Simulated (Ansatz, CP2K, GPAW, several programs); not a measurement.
## Many methods on one cell: BaTiO3 (Pm-3m)

BaTiO3 (started from an entry of an open crystallographic database), relaxed with r2SCAN in Ansatz, was computed with several methods. It is cubic, Pm-3m (No. 221); a = 3.994 Å in the conventional setting, 12.74 Å³ an atom. Ba has 12 O at 2.82 Å; Ti has 6 O at 2.00 Å; O has 2 Ti at 2.00 Å and 4 Ba at 2.82 Å. The values are computed, spin-unpolarised, and not measurements.

```
Ba Ti O
1.0
     3.99410    0.00000    0.00000
     0.00000    3.99410    0.00000
     0.00000    0.00000    3.99410
Ba Ti O
1 1 3
Direct
  0.50000 0.50000 0.50000
  0.00000 0.00000 0.00000
  0.50000 0.00000 0.00000
  0.00000 0.50000 0.00000
  0.00000 0.00000 0.50000
```

Gaps and times are for a single point on this cell; volume and bulk modulus come from each method's own relaxation or energy curve at fixed shape. Times are rough, from shared hosts (Arm Neoverse V1), and each method has its own mesh and cell size. A star marks a curve whose lowest point is an end point. Gaps from k meshes are read at a limited set of points (mesh, symmetry points, PBE's band edges), so each method's own least gap may be somewhat smaller. Minimal bases can be far off for gaps. GLLB-SC's gap includes the derivative discontinuity. d marks a direct gap, i an indirect one (no mark: not told apart), a dash a value that wasn't computed or didn't pass its checks.

| method | kind | gap (eV) | own volume (Å³/atom) | bulk modulus (GPa) | atoms computed | processor time |
| --- | --- | --- | --- | --- | --- | --- |
| light PBE (260 eV and a coarse mesh) | light plane-wave | 1.41 i | – | – | 5 | 0.97 s |
| PBE | semilocal | 1.82 i | 12.99 | 163 | 5 | 3 s |
| r2SCAN | semilocal | 2.17 i | 12.74 | 181 | 5 | 7.1 s |
| PBE/SZV (CP2K) | small basis | 1.24 d | 13.89* | 149* | 5 | 14 s |
| GLLB-SC (GPAW) | model potential | 3.58 | – | – | 5 | 16 s |
| PBE/DZVP (CP2K) | small basis | 1.68 i | 13.13 | 164 | 5 | 40 s |

Against r2SCAN (2.17 eV) and with closed or daggered gaps left aside, the nearest gap at the points sampled is that of PBE (-0.35 eV) and the farthest that of GLLB-SC (GPAW) (+1.41 eV). r2SCAN is only a yardstick of convenience: semilocal gaps usually lie below measured ones, which GLLB-SC and hybrids aim to mend.

Volumes against r2SCAN's: PBE +1.9 %, PBE/DZVP (CP2K) +3.0 %.

Spin-orbit coupling is left out.
